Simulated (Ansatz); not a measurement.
# Ba3SrTa2O9: a short molecular-dynamics run

Aim: set Ba3SrTa2O9 (a randomly packed cell, 15 atoms, not relaxed) in motion for 20 steps of 0.5 fs under a Langevin thermostat and barostat at 600 K and 1 GPa, and see how temperature, energy and positions respond.

Method: DFT PBEsol, plane waves, PAW, scalar-relativistic, no spin polarisation, in Ansatz 0.2.0.

**1. The starting structure**

The cell holds 15 atoms (Ba3O9SrTa2): a = 6.758 Å, b = 5.821 Å, c = 6.621 Å, α = 99.36°, β = 82.98°, γ = 85.23°.

Coordinates:

```xyz
15
Lattice="6.7502 -0.2901 0.1621 0.7479 5.7245 -0.7413 0.6382 -0.3265 6.5822" Properties=species:S:1:pos:R:3 pbc="T T T"
Ta    4.4216    1.6620    2.0640
Ta    1.8911    3.3402   -0.4045
O     0.8701    4.6212    1.2941
O     4.1880    4.6470    5.2133
O     2.1220    1.8660    1.3998
O     5.0985   -0.0358    4.4506
O     3.3761    1.5782   -0.0242
O     6.5073    2.9726    1.8250
Sr    4.8960    4.3789    0.6010
Ba    0.1134    0.6699    0.1096
O     6.7092    3.2746    5.1548
O     5.5110    1.8708    5.9632
O     5.6959    4.0088    3.9895
Ba    7.2139    1.2522    3.6196
Ba    2.7108    4.1738    3.1506
```

**2. Molecular dynamics**

Contents of input.yaml:

```yaml
crystal:
  lattice:
    - [6.75017, -0.290057, 0.162137]
    - [0.747905, 5.724466, -0.741271]
    - [0.638157, -0.326499, 6.582181]
  atoms:
    - { symbol: Ta, position: [0.585553, 0.339241, 0.337348] }
    - { symbol: Ta, position: [0.21428, 0.594361, 0.000205] }
    - { symbol: O, position: [0.01024, 0.824277, 0.289188] }
    - { symbol: O, position: [0.439179, 0.884263, 0.880797] }
    - { symbol: O, position: [0.252007, 0.352773, 0.246193] }
    - { symbol: O, position: [0.684909, 0.066475, 0.666772] }
    - { symbol: O, position: [0.465103, 0.300328, 0.018693] }
    - { symbol: O, position: [0.869188, 0.581657, 0.321353] }
    - { symbol: Sr, position: [0.620259, 0.805894, 0.166794] }
    - { symbol: Ba, position: [0.000806, 0.118784, 0.030005] }
    - { symbol: O, position: [0.8414, 0.662401, 0.837012] }
    - { symbol: O, position: [0.681998, 0.414734, 0.935873] }
    - { symbol: O, position: [0.694133, 0.774038, 0.676171] }
    - { symbol: Ba, position: [0.982509, 0.300444, 0.559539] }
    - { symbol: Ba, position: [0.262916, 0.774341, 0.559377] }
kpoints:
  mp_grid: { grid: [2, 3, 3] }
magnetization:
  spin_polarized: false
scf:
  occupations: { method: fermi_dirac, width: 0.1 }
  n_extra_bands: 32
hamiltonian:
  pseudopotentials: { kind: paw }
  xc: pbesol
basis:
  ecutwfc: 420
  xc_grid: 2
md:
  timestep: 0.5
  n_steps: 20
  ensemble: npt_langevin
  temperature: 600.0
  initial_velocities: maxwell_boltzmann
  seed: 359926
  pressure: 1.0
```

Started as:

```sh
> ansatz run input.yaml --threads 2 --pin off --max-ram 2560MiB --backend cpu --events-out ev --progress --plain --runs-dir out
```

The program printed, shortened:

```text
Warning: md: disabling space-group detection — thermal motion breaks the input geometry's symmetry, so no spatial operation reduces the k-mesh or symmetrises the density; time reversal is kept, so that k and −k are solved as one point where they differ and the mesh holds both, and exact [...]
Warning: RAYON_NUM_THREADS=2 ignored (pool sized by the plan → 2); use --threads N
scf.n_extra_bands = 32 over 60 filled bands (N_el = 120.0): the run solves 92 bands
[...]
Pseudopotentials: kind: paw
Pseudopotential: Ta, paw, valence charge 13, recommended cutoff 420 eV (normal), Ta.paw.azcp
Pseudopotential: O, paw, valence charge 6, recommended cutoff 420 eV (normal), O.paw.azcp
Pseudopotential: Sr, paw, valence charge 10, recommended cutoff 420 eV (normal), Sr.paw.azcp
Pseudopotential: Ba, paw, valence charge 10, recommended cutoff 420 eV (normal), Ba.paw.azcp
Functional definition: PBEsol
[...]
Crystal: 15 atoms, lattice volume = 253.642 Å³
Basis set: ecut = 420 eV (smoothed over ±3.0 %; plane waves to 437.0 eV, density to 1747.9 eV), 5255 PW (Γ), exchange–correlation on 96×80×96 points (8 copies of the dense FFT grid, shifted against one another)
Bands: 92, of which v1, the nominal top of the filled ones, is band 60 counted from 1 (59 counted from 0)
Symmetry: 1 space group operations
k-points: 10 of 18 (time reversal used)
[...]
SCF iter   1: F=—  HF=-45722.847870 eV  |F-HF|=—  |Δ(HF+E_count)|=         —  Δρ=1.95e-2  dr2=1.03e0  ethr=1.77e-3  ⟨swp⟩=6.6  Hψ=4608  notcnv=0  defer=105
[...]
md step     0: t =     0.00 fs  T =   560.0 K  F+E_penalty+E_count = -45722.72255225 eV  E_kin = 1.085784 eV  conserved = -45720.33988669 eV  P_inst = -4.7048 GPa  V = 253.6424 Å³  selection 1  (10 SCF iters)
[...]
md step     1: t =     0.50 fs  T =   553.6 K  F+E_penalty+E_count = -45722.68982870 eV  E_kin = 1.073364 eV  conserved = -45720.33987811 eV  P_inst = -4.6507 GPa  V = 253.6475 Å³  selection 1  (8 SCF iters)
[...]
SCF iter   1: F=—  HF=-45722.679619 eV  |F-HF|=—  |Δ(HF+E_count)|=         —  Δρ=2.46e-3  dr2=2.63e-2  ethr=2.42e-5  ⟨swp⟩=1.1  Hψ=2939  notcnv=0
[...]
```

**3. More of the same log**

Output, continued, shortened:

```text
SCF iter   2: F=—  HF=-45722.678286 eV  |F-HF|=—  |Δ(HF+E_count)|=   1.33e-3  Δρ=9.18e-4  dr2=4.95e-3  ethr=2.19e-5  ⟨swp⟩=1.0  Hψ=920  notcnv=0
[...]
md step     2: t =     1.00 fs  T =   574.1 K  F+E_penalty+E_count = -45722.67784076 eV  E_kin = 1.113056 eV  conserved = -45720.33987695 eV  P_inst = -4.5776 GPa  V = 253.6386 Å³  selection 1  (8 SCF iters)
[...]
md step     6: t =     3.00 fs  T =   678.0 K  F+E_penalty+E_count = -45722.83170892 eV  E_kin = 1.314654 eV  conserved = -45720.33982003 eV  P_inst = -4.2794 GPa  V = 253.3742 Å³  selection 1  (5 SCF iters)
[...]
md step    10: t =     5.00 fs  T =  1019.7 K  F+E_penalty+E_count = -45723.35430691 eV  E_kin = 1.977045 eV  conserved = -45720.33970767 eV  P_inst = -3.7657 GPa  V = 252.7714 Å³  selection 1  (8 SCF iters)
[...]
  atom   4  O     -5.34445544    -2.80121590     2.35355751
  atom   5  O     -0.66095709     1.14141613     1.83405965
  atom   6  O     -0.05596833    -2.65860440    -0.80380798
  atom   7  O      1.63859220     1.64837845     0.24153788
  atom   8  O     -4.58848755    -4.85287420     0.89746582
[...]
--- Stress (GPa, compression-positive) ---
       -6.590531       1.999370      -7.773593
        1.999370      -0.213918       1.019147
       -7.773593       1.019147      -4.212725
  P = ⅓ Tr σ = -3.6724 GPa (-36.724 kbar)
--- MD trajectory: 20 steps, t = 0.0 → 10.0 fs ---
  final state: T = 2419.6 K   F+E_penalty+E_count = -45726.36951716 eV   E_kin = 4.691274 eV
  conserved energy: peak-to-peak 5.367e-4 eV (3.578e-5 eV/atom) over 10.0 fs
  cell: V = 249.9644 Å³ at the end; means of 21 rows, the approach among them: V = 252.4187 Å³, P_inst = -3.5758 GPa
  mean static stress (GPa): xx -7.5066  yy -0.5831  zz -5.5523  yz 1.5820  xz -8.3088  xy 2.0077
  the result is of one more SCF, on plane waves selected at the last cell: its energy does not rank with the rows'
```

Run time: 6.2 min. Hardware: 2 threads of Arm Neoverse N1, shared host; peak memory 0.82 GiB.

**4. What the atoms did**

The trajectory, every 2 steps (energies from step 0); msd is the mean square displacement from the start, the centre of mass held:

```
time (fs)  T (K)  potential energy change (meV/atom)  conserved energy change (meV/atom)  volume (Å³/atom)  pressure (GPa)  msd O (Å²)  msd Sr (Å²)  msd Ba (Å²)  msd Ta (Å²)
      0.0    560                                 0.0                                0.00             16.91            -4.7       0.000        0.000        0.000        0.000
      1.0    574                                 3.0                                0.00             16.91            -4.6       0.000        0.000        0.000        0.000
      2.0    649                                 0.6                                0.00             16.90            -4.4       0.000        0.000        0.000        0.000
      3.0    678                                -7.3                                0.00             16.89            -4.3       0.001        0.000        0.000        0.000
      4.0    830                               -21.6                                0.01             16.88            -4.1       0.001        0.000        0.000        0.000
      5.0   1020                               -42.1                                0.01             16.85            -3.8       0.002        0.000        0.000        0.000
      6.0   1193                               -69.0                                0.01             16.82            -3.5       0.004        0.001        0.001        0.000
      7.0   1457                              -102.8                                0.01             16.79            -3.1       0.005        0.001        0.001        0.001
      8.0   1761                              -143.1                                0.01             16.75            -2.7       0.008        0.001        0.001        0.001
      9.0   2073                              -190.0                                0.00             16.71            -2.3       0.011        0.002        0.001        0.001
     10.0   2420                              -243.1                               -0.02             16.66            -1.7       0.016        0.002        0.002        0.001
```

time (fs), T (K) and a bar:
```
      0.0        560 
      0.5        554 
      1.0        574 
      1.5        604 #
      2.0        649 ##
      2.5        658 ##
      3.0        678 ##
      3.5        753 ###
      4.0        830 ####
      4.5        941 ######
      5.0       1020 #######
      5.5       1068 ########
      6.0       1193 ##########
      6.5       1345 #############
      7.0       1457 ###############
      7.5       1571 ################
      8.0       1761 ###################
      8.5       1869 #####################
      9.0       2073 ########################
      9.5       2236 ###########################
     10.0       2420 ##############################
```

Pair distribution over the second half of the run:

| r (Å) | g O–O | g O–Ba | g Ta–O |
| --- | --- | --- | --- |
| 0.68 | 0.00 | 0.00 | 0.00 |
| 0.84 | 0.00 | 0.00 | 0.00 |
| 1.00 | 0.00 | 0.00 | 0.00 |
| 1.16 | 0.00 | 0.00 | 0.00 |
| 1.32 | 0.00 | 0.00 | 0.00 |
| 1.48 | 1.02 | 0.00 | 0.00 |
| 1.64 | 2.35 | 0.00 | 0.00 |
| 1.80 | 1.10 | 0.00 | 0.00 |
| 1.96 | 2.22 | 0.00 | 0.00 |
| 2.12 | 0.83 | 0.00 | 0.33 |
| 2.28 | 0.00 | 0.00 | 4.70 |
| 2.44 | 1.15 | 0.53 | 3.60 |
| 2.60 | 1.44 | 3.96 | 0.69 |
| 2.76 | 0.11 | 0.94 | 0.52 |

First peaks of g(r) (not always the tallest), and, where a minimum follows, the mean number of second-named atoms round a first-named one up to the next minimum:

```csv
pair,peak (Å),height,minimum (Å),neighbours
O–O,1.64,2.3,2.28,1.6
Ta–O,2.36,6.4,-,-
```

**5. Positions and forces**

Positions (Å) and forces (eV/Å):

```xyz
15
Lattice="6.750 -0.290 0.162 0.748 5.724 -0.741 0.638 -0.326 6.582" Properties=species:S:1:pos:R:3:forces:R:3 pbc="T T T" time_fs=1.5 T=604 dE=0.0374
Ta    4.422    1.663    2.061   -2.475    1.843   -3.043
Ta    1.890    3.338   -0.400    2.591   -0.571    4.595
O     0.866    4.606    1.289    3.376    1.296   -3.457
O     4.199    4.642    5.213   -4.779   -2.827    1.988
O     2.125    1.845    1.402   -1.185    1.203    2.201
O     5.100   -0.038    4.462   -0.035   -1.627   -1.376
O     3.381    1.577   -0.029    2.916    2.349   -0.488
O     6.502    2.970    1.824   -3.578   -4.380    0.288
Sr    4.898    4.377    0.606    1.041   -0.409   -1.161
Ba    0.118    0.670    0.108   -0.194    0.682   -0.255
O     6.699    3.274    5.148    3.232    0.787   -0.061
O     5.499    1.871    5.968   -1.051   -1.106    1.368
O     5.682    4.013    3.997    0.596    2.092   -0.834
Ba    7.214    1.258    3.616   -0.754    0.542    0.349
Ba    2.707    4.173    3.148    0.299    0.126   -0.115
15
Lattice="6.748 -0.290 0.162 0.748 5.722 -0.741 0.638 -0.326 6.580" Properties=species:S:1:pos:R:3:forces:R:3 pbc="T T T" time_fs=3.0 T=678 dE=-0.1092
Ta    4.421    1.664    2.058   -2.468    1.870   -3.109
Ta    1.888    3.336   -0.394    2.570   -0.520    4.594
O     0.865    4.592    1.280    3.484    1.322   -3.534
O     4.202    4.633    5.215   -4.809   -2.791    1.980
O     2.125    1.827    1.407   -1.144    1.198    2.212
O     5.100   -0.041    4.473    0.004   -1.707   -1.351
O     3.387    1.578   -0.037    2.879    2.358   -0.430
O     6.489    2.960    1.823   -3.700   -4.475    0.379
Sr    4.899    4.374    0.612    1.053   -0.374   -1.179
Ba    0.123    0.670    0.105   -0.206    0.648   -0.251
O     6.691    3.273    5.141    3.273    0.824   -0.073
O     5.484    1.868    5.975   -1.065   -1.117    1.343
O     5.667    4.018    4.004    0.596    2.147   -0.857
Ba    7.212    1.264    3.611   -0.755    0.495    0.377
Ba    2.702    4.172    3.145    0.287    0.121   -0.100
15
Lattice="6.744 -0.290 0.162 0.747 5.719 -0.741 0.638 -0.326 6.576" Properties=species:S:1:pos:R:3:forces:R:3 pbc="T T T" time_fs=4.5 T=941 dE=-0.4651
Ta    4.419    1.665    2.053   -2.407    1.942   -3.203
Ta    1.887    3.332   -0.388    2.553   -0.402    4.607
O     0.866    4.578    1.265    3.616    1.334   -3.630
O     4.198    4.616    5.218   -4.878   -2.758    2.006
O     2.123    1.811    1.414   -1.079    1.191    2.187
O     5.099   -0.049    4.480    0.023   -1.858   -1.285
O     3.395    1.583   -0.044    2.811    2.322   -0.353
O     6.470    2.945    1.822   -3.899   -4.612    0.497
Sr    4.899    4.370    0.617    1.078   -0.350   -1.196
Ba    0.127    0.670    0.102   -0.209    0.609   -0.244
O     6.683    3.274    5.132    3.342    0.858   -0.067
O     5.466    1.863    5.983   -1.055   -1.109    1.302
O     5.651    4.027    4.009    0.602    2.265   -0.922
Ba    7.209    1.269    3.606   -0.756    0.449    0.402
Ba    2.697    4.169    3.141    0.258    0.120   -0.101
15
Lattice="6.741 -0.290 0.162 0.747 5.716 -0.740 0.637 -0.326 6.573" Properties=species:S:1:pos:R:3:forces:R:3 pbc="T T T" time_fs=5.5 T=1068 dE=-0.8210
Ta    4.416    1.666    2.049   -2.339    2.009   -3.278
Ta    1.885    3.329   -0.383    2.550   -0.283    4.623
O     0.870    4.570    1.252    3.699    1.324   -3.701
O     4.191    4.602    5.222   -4.947   -2.744    2.038
O     2.121    1.802    1.420   -1.023    1.186    2.154
O     5.098   -0.055    4.484    0.024   -1.990   -1.219
O     3.402    1.587   -0.048    2.740    2.271   -0.292
O     6.454    2.931    1.822   -4.063   -4.715    0.582
Sr    4.898    4.366    0.621    1.103   -0.335   -1.207
Ba    0.129    0.669    0.100   -0.205    0.580   -0.238
O     6.678    3.275    5.125    3.392    0.883   -0.052
O     5.451    1.858    5.988   -1.019   -1.088    1.264
O     5.639    4.034    4.013    0.610    2.368   -0.988
Ba    7.206    1.273    3.601   -0.754    0.412    0.422
Ba    2.693    4.167    3.137    0.233    0.121   -0.107
15
Lattice="6.734 -0.289 0.162 0.746 5.711 -0.740 0.637 -0.326 6.567" Properties=species:S:1:pos:R:3:forces:R:3 pbc="T T T" time_fs=7.0 T=1457 dE=-1.5425
Ta    4.411    1.666    2.043   -2.201    2.138   -3.404
Ta    1.883    3.324   -0.376    2.558   -0.046    4.634
O     0.881    4.559    1.231    3.771    1.249   -3.794
O     4.173    4.577    5.231   -5.077   -2.745    2.114
O     2.117    1.790    1.432   -0.898    1.176    2.061
O     5.094   -0.066    4.487    0.009   -2.231   -1.096
O     3.415    1.593   -0.054    2.540    2.147   -0.155
O     6.423    2.905    1.821   -4.310   -4.841    0.702
Sr    4.897    4.361    0.625    1.143   -0.316   -1.226
Ba    0.132    0.668    0.095   -0.192    0.533   -0.226
O     6.673    3.275    5.113    3.494    0.917    0.003
O     5.427    1.851    5.998   -0.891   -1.025    1.181
O     5.623    4.048    4.015    0.611    2.568   -1.132
Ba    7.199    1.278    3.593   -0.753    0.350    0.463
Ba    2.686    4.162    3.131    0.196    0.127   -0.123
15
Lattice="6.727 -0.289 0.162 0.745 5.705 -0.739 0.636 -0.325 6.559" Properties=species:S:1:pos:R:3:forces:R:3 pbc="T T T" time_fs=8.5 T=1869 dE=-2.4864
Ta    4.405    1.666    2.036   -2.038    2.302   -3.526
Ta    1.881    3.318   -0.369    2.599    0.244    4.604
O     0.897    4.548    1.207    3.749    1.076   -3.848
O     4.146    4.546    5.243   -5.218   -2.766    2.220
O     2.115    1.779    1.445   -0.785    1.163    1.964
O     5.088   -0.080    4.486   -0.023   -2.480   -0.950
O     3.430    1.602   -0.058    2.211    1.950    0.005
O     6.383    2.876    1.820   -4.504   -4.905    0.811
Sr    4.895    4.354    0.629    1.181   -0.301   -1.266
Ba    0.135    0.667    0.090   -0.176    0.485   -0.223
O     6.672    3.275    5.100    3.620    0.928    0.108
O     5.400    1.843    6.005   -0.613   -0.907    1.034
O     5.606    4.066    4.016    0.584    2.794   -1.317
Ba    7.191    1.284    3.585   -0.754    0.284    0.523
Ba    2.679    4.157    3.125    0.168    0.134   -0.139
15
Lattice="6.717 -0.289 0.161 0.744 5.697 -0.738 0.635 -0.325 6.550" Properties=species:S:1:pos:R:3:forces:R:3 pbc="T T T" time_fs=10.0 T=2420 dE=-3.6470
Ta    4.399    1.667    2.028   -1.870    2.467   -3.619
Ta    1.878    3.312   -0.361    2.676    0.561    4.507
O     0.918    4.538    1.178    3.588    0.782   -3.823
O     4.111    4.510    5.255   -5.344   -2.801    2.354
O     2.112    1.770    1.461   -0.661    1.141    1.834
O     5.079   -0.096    4.483   -0.056   -2.659   -0.804
O     3.447    1.613   -0.062    1.639    1.648    0.241
O     6.332    2.841    1.820   -4.588   -4.853    0.897
Sr    4.893    4.347    0.632    1.210   -0.280   -1.328
Ba    0.136    0.666    0.084   -0.159    0.447   -0.242
O     6.675    3.275    5.085    3.749    0.916    0.252
O     5.372    1.834    6.011   -0.097   -0.689    0.792
O     5.590    4.087    4.015    0.519    2.963   -1.520
Ba    7.182    1.289    3.576   -0.758    0.213    0.611
Ba    2.671    4.150    3.118    0.152    0.143   -0.152
```

**6. What came out**

| quantity | value |
| --- | --- |
| length | 20 steps of 0.5 fs |
| temperature, first and last step | 560 and 2420 K |
| temperature, second half | mean 1637 K, from 1020 to 2420 K |
| potential energy, second half | -130 meV/atom from the start |
| largest change of the conserved energy | 0.02 meV/atom |
| volume, first and last step | 16.91 and 16.66 Å³/atom |
| mean square displacement, second half | O 0.007, Sr 0.001, Ba 0.001, Ta 0.001 Å² |

Against a set 600 K the second half averages 1637 K, going from 1020 to 2420 K over that half. The conserved energy strays from its start by at most 0.02 meV/atom, under 0.1 % of the mean kinetic energy, which is good for a step of 0.5 fs. Over the second half O atoms stand 0.1 Å (root mean square) from where they began, and the farthest move is 0.2 Å. The volume changes by -1.5 % from first to last step, and is still moving at the end, so it is no equilibrium value. Settings off the usual here: scf.n_extra_bands, hamiltonian.xc, basis.xc_grid. Averages from a run of 10 fs with 15 atoms are rough. The k-mesh is coarse.
